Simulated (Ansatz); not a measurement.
# CH₅GeSe radical: small, medium and large basis sets

An exercise on one series of results from a longer session: the logs are not shown, and one member is left open.

Program: Ansatz 0.2.0, Gaussian basis. Level of theory: one geometry, several basis sets. These are calculated values, not measurements.

Levels to be run: PBE0-D4/def2-SVP; ωB97M-V/def2-SVP; PBE0-D4/def2-QZVPP; ωB97M-V/def2-QZVPP; the functionals' def2-TZVPP values are taken from earlier runs.

### Structure used throughout

The geometry comes from an earlier relaxation with PBE0-D4 in a triple-zeta def2 set; it is a stationary point, not always the lowest conformer.

SMILES `[CH3][GeH][SeH]`, 8 atoms, charge 0, spin multiplicity 2.

Atoms are counted from 1 here; the program's logs count them from 0.

Bond lengths: C1–Ge2 1.967 Å, C1–H4 1.092 Å, C1–H5 1.090 Å, C1–H6 1.091 Å, Ge2–Se3 2.362 Å, Ge2–H7 1.553 Å, Se3–H8 1.469 Å. Angles: Ge2–C1–H4 109.0°, Ge2–C1–H5 110.2°, Ge2–C1–H6 109.5°, H4–C1–H5 109.4°, H4–C1–H6 109.5°, H5–C1–H6 109.2°, C1–Ge2–Se3 110.6°, C1–Ge2–H7 110.8°, Se3–Ge2–H7 103.3°, Ge2–Se3–H8 92.9°.

As a file:

```xyz
8

C    -0.7706    0.5907   -0.5920
Ge    0.8928   -0.4524   -0.4684
Se    1.2182   -1.2371    1.7352
H    -0.7195    1.4263    0.1085
H    -1.6273   -0.0358   -0.3453
H    -0.8866    0.9730   -1.6071
H     2.1309    0.4527   -0.7123
H    -0.1459   -1.7746    1.8256
```

Set-up of the first run:

File in.yaml:

```yaml
crystal:
  periodic: [false, false, false]
  atoms:
    - {symbol: C, position_ang: [-0.770571, 0.590676, -0.592002]}
    - {symbol: Ge, position_ang: [0.892844, -0.452405, -0.468397]}
    - {symbol: Se, position_ang: [1.218245, -1.237078, 1.735170]}
    - {symbol: H, position_ang: [-0.719451, 1.426328, 0.108492]}
    - {symbol: H, position_ang: [-1.627276, -0.035772, -0.345309]}
    - {symbol: H, position_ang: [-0.886646, 0.972986, -1.607057]}
    - {symbol: H, position_ang: [2.130867, 0.452727, -0.712256]}
    - {symbol: H, position_ang: [-0.145913, -1.774561, 1.825558]}
basis:
  gaussian: {orbitals: def2-SVP}
magnetization: {spin_polarized: true, initial_magnetization: 1}
hamiltonian: {xc: pbe0, dispersion: d4}
output: {orbitals: {seedname: orbitals}}
```

Command:

```console
ansatz run in.yaml --threads 4 --pin off --events-out ev --progress --plain --max-ram 10444MiB
```

Among the steps run: PBE0-D4 in def2-SVP; ωB97M-V in def2-SVP; PBE0-D4 in def2-QZVPP; ωB97M-V in def2-QZVPP.

One of the session's tables, all rows but one given; the rest of the session is left out.

It belongs to the step «Functionals by basis». 

| functional | basis | HOMO (eV) | LUMO (eV) |
| --- | --- | --- | --- |
| PBE0-D4 | def2-SVP | -5.65 | -2.64 |
| PBE0-D4 | def2-TZVPP | -5.72 | -2.70 |
| PBE0-D4 | def2-QZVPP | ? | ? |
| ωB97M-V | def2-SVP | -7.58 | -0.85 |
| ωB97M-V | def2-TZVPP | -7.67 | -0.96 |
| ωB97M-V | def2-QZVPP | -7.69 | -1.05 |

Q: Estimate the row for PBE0-D4, def2-QZVPP from the others.

The run gave: HOMO (eV): -5.74; LUMO (eV): -2.74. In the column «HOMO (eV)» it lies between ωB97M-V, def2-SVP (-7.58) and PBE0-D4, def2-TZVPP (-5.72).
